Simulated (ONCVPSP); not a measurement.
# Pseudopotential generation for gallium: ONCV, PBE

Task: generate the file, and judge it by its errors in other configurations, its logarithmic derivatives, its ghosts and its cutoff.

The numbers are computed with ONCVPSP 4.0.1.1 (patched build) (PBE, scalar-relativistic, spin-unpolarised reference atom).

### 1 The design

The settings as typed:

```json
{"element": "gallium (Ga, Z = 31)", "type": "optimised norm-conserving Vanderbilt (ONCV)", "frozen core": "[Ar]", "valence charge": "13", "reference configuration": "3d10 4s1 (charge +2)", "partial waves": "4s: rc 1.75 bohr, ncon 4, nbas 8, qcut 3.7 1/bohr, 2 projectors, debl 3 Ha; p scattering state at 0.45 Ha: rc 1.80 bohr, ncon 4, nbas 9, qcut 4.4 1/bohr, 1 projector; 3d: rc 1.35 bohr, ncon 5, nbas 10, qcut 13.7 1/bohr, 2 projectors, debl 1.3 Ha; f scattering state at 0.37 Ha: rc 1.55 bohr, ncon 3, nbas 6, qcut 6.8 1/bohr, 2 projectors, debl 1.5 Ha", "local potential": "polynomial inside 0.85 bohr (lpopt 5, dvloc0 3 Ha)", "core correction": "Teter function, fcfact 4, rcfact 1.25"}
```

The outer shells as boxes (Hund's rule for the drawing; the calculation is spin-unpolarised):

```
[Ar] core
3d [↑↓][↑↓][↑↓][↑↓][↑↓]
4s [↑ ]
```

### 2 The generation run

File Ga.dat:

```
# ATOM AND REFERENCE CONFIGURATION
# atsym  z   nc   nv     iexc    psfile
  Ga 31.00    5    2        4      upf
#
#   n    l    f
    1    0    2.00
    2    0    2.00
    2    1    6.00
    3    0    2.00
    3    1    6.00
    3    2   10.00
    4    0    1.00
#
# PSEUDOPOTENTIAL AND OPTIMIZATION
# lmax
    3
#
#   l,   rc,      ep,       ncon, nbas, qcut
    0    1.75    0.00    4    8    3.70
    1    1.80    0.45    4    9    4.40
    2    1.35    0.00    5   10   13.70
    3    1.55    0.37    3    6    6.80
#
# LOCAL POTENTIAL
# lloc, lpopt,  rc(5),   dvloc0
    4    5    0.85    3.00
#
# VANDERBILT-KLEINMAN-BYLANDER PROJECTORs
# l, nproj, debl
    0    2    3.00
    1    1    2.50
    2    2    1.30
    3    2    1.50
#
# MODEL CORE CHARGE
# icmod, fcfact, rcfact
    3    4.00    1.25
#
# LOG DERIVATIVE ANALYSIS
# epsh1, epsh2, depsh
   -3.00    5.00    0.02
#
# OUTPUT GRID
# rlmax, drl
    6.00    0.01
#
# TEST CONFIGURATIONS
# ncnf
    4
# nvcnf
#   n    l    f
    3
    3    2   10.00
    4    0    2.00
    4    1    1.00
#
    2
    3    2   10.00
    4    0    2.00
#
    2
    3    2   10.00
    4    0    0.00
#
    2
    3    2    9.00
    4    0    0.00
#
```

The run is started by

```bash
$ oncvpsp.x < Ga.dat > Ga.out
```

Before running it: what results should come out? Wanted: cutoffs for 1 and 0.1 mHa per electron, occupied waves; bound ghosts; GHOST(+) flags; largest test error; largest phase difference near zero energy, channels read; rms error of d²Exc/dn², without and with the model core; projector energies reset by the program.

As calculated:

| quantity | value |
| --- | --- |
| cutoffs for 1 and 0.1 mHa per electron, occupied waves | 71 Ha and 79 Ha |
| bound ghosts | s at -47.28 eV |
| GHOST(+) flags | p at 22 eV |
| largest test error (AE − PS) | +112 meV, for 3d9 4s0 (1 test unsolved) |
| largest phase difference near zero energy, channels read | 0.012 rad |
| rms error of d²Exc/dn², without and with the model core | 8.85 and 5.62 mHa |
| projector energies reset by the program | p: 0.050 Ha; d: -1.446, 0.250 Ha |

In words: It has a bound ghost (s), a state that the atom doesn't have, and that rules the file out. By total energies transferability is fair for so large an energy: the largest error is 112 meV on 95.1 eV, for 3d9 4s0. That test lies far up in energy; among those under 40 eV, nearer to bonding, the largest error is 47 meV. Of the tests 1 gave no usable energy difference, which is a warning in itself. It counts as very hard, with 71 Ha needed at the looser tolerance. At the looser tolerance the 3d wave is the slowest; 4s needs 10 Ha. Near zero energy the phases of the channels with partial waves agree within 0.012 rad. The pseudo curves have poles with no partner nearby in the atom's: s at -1.73 Ha, p at 0.79 Ha. At positive energy that is a spurious or a displaced resonance. The program also flags highly localised states, GHOST(+) (p).
